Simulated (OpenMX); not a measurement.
RuF2, 3 atoms in the cell. The structure is trigonal, space group R-3m (No. 166). Conventional cell: a = 3.030 Å, b = 3.030 Å, c = 13.741 Å, α = 90.00°, β = 90.00°, γ = 120.00°. Ru (site symmetry -3m) has 6 F at 2.08 Å as nearest neighbours. F (site symmetry 3m) has 3 Ru at 2.08 Å as nearest neighbours. The cell was built by a generator and needn't be a form met in nature.

| Quantity | Value |
| --- | --- |
| Program | OpenMX 3.8.5 |
| Task | band structure |
| Functional | PBE |
| Potentials or basis | OpenMX 2013 PBE set, Ru7.0-s3p2d2, F6.0-s2p2d1, grid cutoff 400 Ry |
| k mesh | 9 × 9 × 9 |
| Occupations | fermi-dirac, width 0.05 eV |
| Spin | no spin polarisation |
| Mixing scheme | rmm-diisk |
| SCF threshold | 1e-08 Ha |
| Solver | band |
| Max SCF cycles | 100 |

Potentials or basis: OpenMX 2013 PBE set, Ru7.0-s3p2d2, F6.0-s2p2d1, grid cutoff 400 Ry.

Launch:

```console
$ openmx RuF2.dat -nt 1 > RuF2.std
```

Hardware: 1 thread of Arm Neoverse V1, with other jobs on the host.

Problem. Estimate the wall time of this run.

Solution. Run time: 99 s on 1 thread of Arm Neoverse V1 (shared host), peak memory 0.53 GiB. Counts: k points 365, basis 45, scf iterations 18.
